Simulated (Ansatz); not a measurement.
**C3H9F2NSeZr: how energies converge with the basis set**

The task here is to estimate one member of a computed series from the others.

The runs use Ansatz 0.2.0, Gaussian basis; one geometry, several basis sets.

Levels to be run: PBE0-D4/def2-SVP; ωB97M-V/def2-SVP; PBE0-D4/def2-QZVPP; ωB97M-V/def2-QZVPP; the functionals' def2-TZVPP values are taken from earlier runs.

## Structure used throughout

The geometry comes from an earlier relaxation with PBE0-D4 in a triple-zeta def2 set; it is a stationary point, not always the lowest conformer. Zr takes the def2 core potential; no spin-orbit term is included.

SMILES `C[Se][Zr]([F])([F])[N](C)C`, 17 atoms, charge 0, spin multiplicity 1.

Atoms are counted from 1 here; the program's logs count them from 0.

Bond lengths: C1–Se2 1.966 Å, C1–H9 1.089 Å, C1–H10 1.087 Å, C1–H11 1.088 Å, Se2–Zr3 2.591 Å, Zr3–F4 1.910 Å, Zr3–F5 1.912 Å, Zr3–N6 1.998 Å, N6–C7 1.444 Å, N6–C8 1.446 Å, C7–H12 1.098 Å, C7–H13 1.093 Å, C7–H14 1.098 Å, C8–H15 1.094 Å, C8–H16 1.098 Å, C8–H17 1.098 Å. Angles: Se2–C1–H9 106.7°, Se2–C1–H10 110.1°, Se2–C1–H11 110.4°, H9–C1–H10 109.8°, H9–C1–H11 109.3°, H10–C1–H11 110.5°, C1–Se2–Zr3 101.4°, Se2–Zr3–F4 108.2°, Se2–Zr3–F5 110.5°, Se2–Zr3–N6 103.6°, F4–Zr3–F5 115.5°, F4–Zr3–N6 110.9°, F5–Zr3–N6 107.4°, Zr3–N6–C7 124.5°, Zr3–N6–C8 121.9°, C7–N6–C8 113.6°, N6–C7–H12 111.3°, N6–C7–H13 110.9° and more.

Set-up of the first run:

Input file in.yaml:

```yaml
crystal:
  periodic: [false, false, false]
  atoms:
    - {symbol: C, position_ang: [0.356326, 2.145634, -1.430360]}
    - {symbol: Se, position_ang: [-0.669725, 2.756096, 0.130993]}
    - {symbol: Zr, position_ang: [-0.475524, 0.705455, 1.702658]}
    - {symbol: F, position_ang: [-2.152452, 0.468793, 2.586587]}
    - {symbol: F, position_ang: [1.042189, 0.884872, 2.851636]}
    - {symbol: N, position_ang: [-0.105384, -0.811006, 0.455345]}
    - {symbol: C, position_ang: [1.215716, -1.268499, 0.092344]}
    - {symbol: C, position_ang: [-1.170092, -1.560770, -0.172366]}
    - {symbol: H, position_ang: [0.303530, 2.941673, -2.170983]}
    - {symbol: H, position_ang: [-0.084051, 1.237293, -1.833957]}
    - {symbol: H, position_ang: [1.395953, 1.975855, -1.158630]}
    - {symbol: H, position_ang: [1.361216, -2.322243, 0.363604]}
    - {symbol: H, position_ang: [1.984836, -0.684706, 0.605501]}
    - {symbol: H, position_ang: [1.385735, -1.174249, -0.988235]}
    - {symbol: H, position_ang: [-2.149700, -1.184046, 0.137013]}
    - {symbol: H, position_ang: [-1.122409, -2.624271, 0.095202]}
    - {symbol: H, position_ang: [-1.116154, -1.485878, -1.266343]}
basis:
  gaussian: {orbitals: def2-SVP}
hamiltonian: {xc: pbe0, dispersion: d4}
output: {orbitals: {seedname: orbitals}}
```

Command:

```
$ ansatz run in.yaml --threads 4 --pin off --events-out ev --progress --plain --max-ram 46080MiB --backend cpu
```

Steps of the session up to this table: PBE0-D4 in def2-SVP; ωB97M-V in def2-SVP; PBE0-D4 in def2-QZVPP; ωB97M-V in def2-QZVPP.

One of the session's tables, all rows but one given; the rest of the session is left out.

It belongs to the step «Functionals by basis». 

```
functional       basis  HOMO (eV)
   PBE0-D4    def2-SVP      -6.44
   PBE0-D4  def2-TZVPP      -6.52
   PBE0-D4  def2-QZVPP      -6.52
   ωB97M-V    def2-SVP      -8.53
   ωB97M-V  def2-TZVPP      -8.62
   ωB97M-V  def2-QZVPP          ?
```

Estimate the missing values for ωB97M-V, def2-QZVPP.

As computed: HOMO (eV): -8.63. In the column «HOMO (eV)» it is the lowest.
